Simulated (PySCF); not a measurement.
# C8H12: the cost of one run

Programs: PySCF 2.14.0, with routines of our own; each step states its level. All values are computed. Atoms count from 0.

## (1) The starting structure

20 atoms, charge 0, multiplicity 1; geometry from: GFN2-xTB.

## (2) Geometry optimisation at PBE0-D3(BJ)/def2-SVP

The job: settings as JSON, then the geometry in Å.

```
{"job": {"xc": "PBE0", "basis": "def2-SVP", "d3": "d3bj", "grid": 2, "kind": "geom"}, "charge": 0, "multiplicity": 1}
C      0.759485     1.457936    -0.834943
C     -0.537395     1.643618    -0.640565
C     -1.367930     0.954030     0.400265
C     -1.632556    -0.527491     0.038046
C     -0.764043    -1.457218     0.831361
C      0.534491    -1.639510     0.645462
C      1.369184    -0.955647    -0.396168
C      1.632474     0.528892    -0.044954
H      1.248682     1.990250    -1.640555
H     -1.072720     2.322253    -1.291983
H     -2.319290     1.478418     0.499265
H     -0.863008     0.992760     1.368983
H     -2.678997    -0.766974     0.231070
H     -1.450807    -0.665217    -1.030813
H     -1.256949    -1.988689     1.634917
H      1.066871    -2.314655     1.302697
H      2.321960    -1.479311    -0.486140
H      0.869774    -1.004039    -1.367339
H      1.457961     0.673202     1.024412
H      2.677664     0.768070    -0.246055
```

On the command line:

```sh
$ OMP_NUM_THREADS=1 python excited_run.py task.json out
```

One launch serves the whole session: the jobs run in the order shown.

Q: Estimate the wall time and peak memory of this first job on 1 thread of Arm Neoverse V1, shared host.

About 98 s, with a peak of 0.78 GiB.
